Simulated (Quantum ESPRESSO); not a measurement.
Pt: equation of state with PBEsol

Crystal: Pt.

```
CELL_PARAMETERS angstrom
0.00000 1.97000 1.97000
1.97000 0.00000 1.97000
1.97000 1.97000 0.00000
ATOMIC_POSITIONS crystal
Pt 0.00000 0.00000 0.00000
```

The cell was built by a generator and needn't be a form met in nature.

```yaml
Program: Quantum ESPRESSO 7.5
Task: equation of state
Functional: PBEsol
Potentials_or_basis: GBRV 1.5 PBEsol
Cutoff: 612 eV
Density_cutoff: 4898 eV
k_mesh: 20 × 20 × 20
Occupations: methfessel-paxton, width 0.2 eV
Spin: no spin polarisation
```

```yaml
Equilibrium_volume: 15.00 Å³/atom
Bulk_modulus: 290 GPa
Pressure_derivative_of_the_bulk_modulus: 5.4
```

Energy against volume, from the lowest point:
| volume (Å³/atom) | energy (meV/atom) |
| --- | --- |
| 14.373 | 26.05 |
| 14.679 | 6.56 |
| 14.985 | 0.00 |
| 15.291 | 4.79 |
| 15.597 | 19.60 |
| 15.902 | 43.14 |
| 16.208 | 74.33 |

All runs of the series together: 110 s on 1 thread of Intel(R) Xeon(R) 6975P-C (Granite Rapids), on a shared host.

Spin-orbit coupling is left out, which matters for the levels of Pt.
